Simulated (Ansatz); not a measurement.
# C2H4B2: one species, many methods

Aim: compute C2H4B2 with functionals from several rungs and with coupled cluster, and see how far each lands from CCSD(T) at the basis-set limit for the atomisation energy.

The runs use Ansatz 0.2.0, Gaussian basis; functionals in def2-TZVPP, the program's frozen cores in correlated methods.

Levels to be run: LDA (SPW92), PBE-D4, revPBE-D4, BLYP-D4, r2SCAN-D4, B97M-V, PBE0-D4, B3LYP-D4, r2SCANh-D4, r2SCAN0-D4, HSE06-D4, BHLYP-D4, CAM-B3LYP-D4, LC-ωPBE, ωB97X-V, ωB97M-V, B2PLYP, PBE-QIDH; CCSD(T)/def2-SVP; CCSD(T)/def2-TZVPP; MP2/def2-QZVPP; extrapolation to the limit; RPA on PBE.

1 further run of the same task is left out (it didn't finish).

### Step 1. Structure used throughout

All runs share one geometry, relaxed beforehand with PBE0-D4 in a triple-zeta def2 set.

8 atoms, charge 0, spin multiplicity 1.

Atoms are counted from 1 here; the program's logs count them from 0.

Bond lengths: B1–B2 1.627 Å, B1–H5 1.198 Å, B1–H6 1.198 Å, B2–C3 1.487 Å, B2–C4 1.487 Å, C3–C4 1.326 Å, C3–H7 1.081 Å, C4–H8 1.081 Å. Angles: B2–B1–H5 121.7°, B2–B1–H6 121.7°, H5–B1–H6 116.6°, B1–B2–C3 153.5°, B1–B2–C4 153.5°, C3–B2–C4 53.0°, B2–C3–C4 63.5°, B2–C3–H7 154.5°, C4–C3–H7 142.0°, B2–C4–C3 63.5°, B2–C4–H8 154.5°, C3–C4–H8 142.0°.

### Step 2. LDA

This LDA is Slater exchange with PW92 correlation.

The input, in.yaml:

```yaml
crystal:
  periodic: [false, false, false]
  atoms:
    - {symbol: B, position_ang: [-0.654939, 1.445643, -0.560343]}
    - {symbol: B, position_ang: [-0.013831, 0.047975, -0.028086]}
    - {symbol: C, position_ang: [0.770844, -0.777271, 0.927515]}
    - {symbol: C, position_ang: [0.250166, -1.412512, -0.112859]}
    - {symbol: H, position_ang: [-1.750032, 1.802182, -0.229851]}
    - {symbol: H, position_ang: [-0.055961, 2.170737, -1.302663]}
    - {symbol: H, position_ang: [1.367584, -0.941374, 1.813442]}
    - {symbol: H, position_ang: [0.178267, -2.392381, -0.562954]}
basis:
  gaussian: {orbitals: def2-TZVPP}
hamiltonian: {xc: lda}
output: {orbitals: {seedname: orbitals}}
```

Started as:

```sh
> ansatz run in.yaml --threads 2 --pin off --events-out ev --progress --plain --max-ram 4352MiB
```

Further steps of the session: PBE-D4 (GGA); revPBE-D4 (GGA); BLYP-D4 (GGA); r2SCAN-D4 (meta-GGA); B97M-V (meta-GGA); PBE0-D4 (hybrid); B3LYP-D4 (hybrid); r2SCANh-D4 (hybrid); r2SCAN0-D4 (hybrid); HSE06-D4 (hybrid); BHLYP-D4 (hybrid); CAM-B3LYP-D4 (range-separated); LC-ωPBE (range-separated); ωB97X-V (range-separated); ωB97M-V (range-separated); B2PLYP (double hybrid); PBE-QIDH (double hybrid); CCSD(T) in def2-SVP; CCSD(T) in def2-TZVPP; MP2 in def2-QZVPP; RPA on PBE orbitals.

Q: Predict the results of all the runs planned. Wanted: atomisation energy, CCSD(T)/CBS; farthest beyond LDA; mean size of error, GGA; mean size of error, meta-GGA; mean size of error, hybrid; mean size of error, range-separated; mean size of error, double hybrid; gap, smallest and largest; T1 diagnostic.

The runs gave:

| quantity | value |
| --- | --- |
| atomisation energy, CCSD(T)/CBS | 3190.9 kJ/mol |
| functionals within 16.0 kJ/mol (0.5 %) | none; nearest B2PLYP (+17.2 kJ/mol) |
| farthest beyond LDA | PBE-D4 (+131.5 kJ/mol) |
| mean size of error, GGA | 72.9 kJ/mol |
| mean size of error, meta-GGA | 76.6 kJ/mol |
| mean size of error, hybrid | 56.3 kJ/mol |
| mean size of error, range-separated | 52.2 kJ/mol |
| mean size of error, double hybrid | 33.2 kJ/mol |
| gap, smallest and largest | 4.19 eV (LDA (SPW92)), 11.38 eV (LC-ωPBE) |
| T1 diagnostic | 0.0129 |
| triples share of the correlation energy | 4.5 % |

LDA overbinds by 486.0 kJ/mol (15 %). PBE-D4 is off by +131.5 kJ/mol. Double hybrids carry the basis error of their MP2 part in triple zeta, and no dispersion term here, so their miss is partly the set-up's. By mean error the best rung here is double hybrid (33.2 kJ/mol) and the worst beyond LDA is meta-GGA (76.6 kJ/mol). The reference freezes the cores and leaves out relativity and excitations past (T), so misses under about 16.0 kJ/mol can't be ranked. Hartree-Fock recovers 78 % of the binding; the rest is correlation. CCSD(T) in def2-SVP is off by -103.0 kJ/mol, so the small basis spoils what the method gains. Orbital gaps span 4.2 to 11.4 eV; exact exchange widens them.
